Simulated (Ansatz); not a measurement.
# C2H6F2O2Sn: small, medium and large basis sets

Aim: see how fast density functionals converge with the basis set for C2H6F2O2Sn.

Program: Ansatz 0.2.0, Gaussian basis. Level of theory: one geometry, several basis sets. These are calculated values, not measurements.

Plan: PBE0-D4/def2-SVP; ωB97M-V/def2-SVP; PBE0-D4/def2-QZVPP; ωB97M-V/def2-QZVPP; the functionals' def2-TZVPP values are taken from earlier runs.

1 further run of the same task is left out (for a known fault of the program).

## 1. The geometry

All runs share one geometry, relaxed beforehand with PBE0-D4 in a triple-zeta def2 set. Sn takes the def2 core potential; no spin-orbit term is included.

SMILES `C[O][Sn]([F])([F])[O]C`, 13 atoms, charge 0, spin multiplicity 1.

Atoms are counted from 1 here; the program's logs count them from 0.

Bond lengths: C1–O2 1.419 Å, C1–H8 1.094 Å, C1–H9 1.095 Å, C1–H10 1.092 Å, O2–Sn3 1.927 Å, Sn3–F4 1.896 Å, Sn3–F5 1.896 Å, Sn3–O6 1.927 Å, O6–C7 1.419 Å, C7–H11 1.094 Å, C7–H12 1.092 Å, C7–H13 1.095 Å. Angles: O2–C1–H8 112.3°, O2–C1–H9 111.8°, O2–C1–H10 106.9°, H8–C1–H9 108.9°, H8–C1–H10 108.5°, H9–C1–H10 108.4°, C1–O2–Sn3 121.1°, O2–Sn3–F4 106.8°, O2–Sn3–F5 108.4°, O2–Sn3–O6 117.3°, F4–Sn3–F5 109.0°, F4–Sn3–O6 108.4°, F5–Sn3–O6 106.8°, Sn3–O6–C7 121.1°, O6–C7–H11 112.3°, O6–C7–H12 106.9°, O6–C7–H13 111.8°, H11–C7–H12 108.5° and more.

Geometry (Å):

```xyz
13
C2H6F2O2Sn
C    -1.70467    1.83562   -0.47560
O    -0.31652    1.57843   -0.32870
Sn    0.32250    0.24266    0.90494
F     2.10387    0.71703    1.34999
F    -0.74496    0.31433    2.47075
O     0.31181   -1.59003    0.30862
C     1.36241   -2.10507   -0.49491
H    -2.18951    2.05386    0.48090
H    -2.22545    0.99918   -0.95397
H    -1.79829    2.71292   -1.11872
H     2.34670   -1.94132   -0.04551
H     1.19683   -3.18072   -0.58208
H     1.35578   -1.67168   -1.50080
```

## 2. PBE0-D4 in def2-SVP

in.yaml reads:

```yaml
crystal:
  periodic: [false, false, false]
  atoms:
    - {symbol: C, position_ang: [-1.704670, 1.835624, -0.475602]}
    - {symbol: O, position_ang: [-0.316516, 1.578430, -0.328696]}
    - {symbol: Sn, position_ang: [0.322502, 0.242658, 0.904941]}
    - {symbol: F, position_ang: [2.103869, 0.717027, 1.349990]}
    - {symbol: F, position_ang: [-0.744955, 0.314325, 2.470749]}
    - {symbol: O, position_ang: [0.311807, -1.590034, 0.308616]}
    - {symbol: C, position_ang: [1.362414, -2.105075, -0.494913]}
    - {symbol: H, position_ang: [-2.189510, 2.053860, 0.480901]}
    - {symbol: H, position_ang: [-2.225454, 0.999181, -0.953974]}
    - {symbol: H, position_ang: [-1.798287, 2.712922, -1.118725]}
    - {symbol: H, position_ang: [2.346699, -1.941322, -0.045506]}
    - {symbol: H, position_ang: [1.196826, -3.180717, -0.582075]}
    - {symbol: H, position_ang: [1.355777, -1.671678, -1.500804]}
basis:
  gaussian: {orbitals: def2-SVP}
hamiltonian: {xc: pbe0, dispersion: d4}
output: {orbitals: {seedname: orbitals}}
```

Run with:

```
ansatz run in.yaml --threads 2 --pin off --events-out ev --progress --plain --max-ram 20480MiB --backend cpu
```

Further steps of the session: ωB97M-V in def2-SVP; PBE0-D4 in def2-QZVPP; ωB97M-V in def2-QZVPP.

Q: Predict the results of all the runs planned. Wanted: PBE0-D4: double and triple zeta above quadruple; ωB97M-V: double and triple zeta above quadruple.

**Answer**, as computed:

| quantity | value |
| --- | --- |
| PBE0-D4: double and triple zeta above quadruple | 15.83, 0.78 eV |
| ωB97M-V: double and triple zeta above quadruple | 16.19, 0.75 eV |

For PBE0-D4 the step from double to triple zeta gains 15.05 eV and the next only 0.78 eV. These are total energies; as a rule much of such shifts cancels in differences, which this series doesn't test.
